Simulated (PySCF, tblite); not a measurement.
# C7H13P: geometry, infrared bands and NMR shifts

Aim: predict the infrared bands and NMR shifts of C7H13P (`C=C[C@@H]1CCCCP1`).

Programs: tblite 0.8.0 and PySCF 2.14.0, with density-fitted response routines of our own. Each step states its level of theory. These are calculated values for one molecule in the gas phase, unless marked as measured. Atoms are numbered from 0 throughout.

## (1) The starting structure

21 atoms, charge 0, multiplicity 1; geometry from: force field or distance geometry start.

Bonds of the start (Å): C0–C1 1.33, C1–C2 1.52, C2–C3 1.54, C3–C4 1.54, C4–C5 1.53, C5–C6 1.52, C6–P7 1.84, P7–C2 1.83, C0–H8 1.09, C0–H9 1.09, C1–H10 1.08, C2–H11 1.10, C3–H12 1.10, C3–H13 1.10, C4–H14 1.11, C4–H15 1.10, C5–H16 1.10, C5–H17 1.10, C6–H18 1.11, C6–H19 1.10, P7–H20 1.41.

## (2) Geometry optimisation with GFN2-xTB

The job: settings as JSON, then the geometry in Å.

```
{"job": {"kind": "relax", "xc": "GFN2-xTB", "basis": "xTB"}, "charge": 0, "multiplicity": 1}
C     -3.334700     0.196800     0.315900
C     -2.210800    -0.022600    -0.367000
C     -0.825400     0.083500     0.249200
C      0.054700     1.068500    -0.534200
C      1.490100     1.081100     0.012000
C      2.175600    -0.277900    -0.125800
C      1.486900    -1.376600     0.667500
P     -0.249900    -1.650800     0.134000
H     -3.335900     0.458600     1.371200
H     -4.310700     0.113400    -0.172500
H     -2.284900    -0.276500    -1.417900
H     -0.893400     0.381400     1.301400
H     -0.367200     2.074500    -0.437600
H      0.078200     0.817000    -1.599700
H      2.063500     1.836100    -0.555900
H      1.492600     1.405600     1.065400
H      3.214000    -0.179100     0.238200
H      2.241100    -0.561500    -1.183000
H      1.495300    -1.133600     1.745600
H      2.045600    -2.314600     0.554200
H     -0.033400    -1.706500    -1.261500
```

Started as:

```
$ OMP_NUM_THREADS=1 python probes_run.py task.json out
```

The driver reads the jobs from task.json and runs them one after another.

**Question.** This job is followed by: GFN2-xTB harmonic vibrations, gas phase; GIAO PBE0/pcSseg-1 NMR shielding, non-relativistic, gas phase. Predict these results of the whole session: strongest single infrared mode (GFN2-xTB); zero-point energy (GFN2-xTB); 13C shifts against TMS (PBE0/pcSseg-1); 1H shifts against TMS (PBE0/pcSseg-1); 31P shifts against H3PO4 (PBE0/pcSseg-1); surface potential, 1st and 99th percentile.

As calculated:

| quantity | value |
| --- | --- |
| strongest single infrared mode (GFN2-xTB) | 2219 cm⁻¹, 186 km/mol |
| zero-point energy (GFN2-xTB) | 113.1 kcal/mol |
| 13C shifts against TMS (PBE0/pcSseg-1) | 150.5, 119.8, 45.2, 41.7, 33.8, 31.3, 24.7 ppm |
| 1H shifts against TMS (PBE0/pcSseg-1) | 5.83, 5.43, 5.20, 3.01, 2.21, 2.18, 2.05, 1.96, 1.73, 1.42, 1.36, 1.33, 1.31 ppm |
| 31P shifts against H3PO4 (PBE0/pcSseg-1) | -63.6 ppm |
| surface potential, 1st and 99th percentile | -1.25 V and 0.69 V |

In words: The optimisation took 37 steps and gained 0.142 eV; among the close pairs (by a distance rule), C2–P7 changed most, from 1.831 to 1.879 Å. No mode is imaginary among the 57: a minimum at this level. The strongest single mode, at 2219 cm⁻¹, moves mainly H20. GFN2-xTB is a fitted tight-binding method: band positions and strengths are rough. Its intensities can rank the bands wrongly. C1 (alkene CH) lies farthest downfield among carbon, at 150.5 ppm; as expected for a trigonal carbon in a double bond. H10 (hydrogen on an alkene CH) lies farthest downfield among hydrogen, at 5.83 ppm; a vinylic proton, deshielded by the sp2 carbon and the C=C anisotropy. At PBE0/pcSseg-1: The widest tensor belongs to C1: span 237 ppm, with a paramagnetic part of -219 ppm.
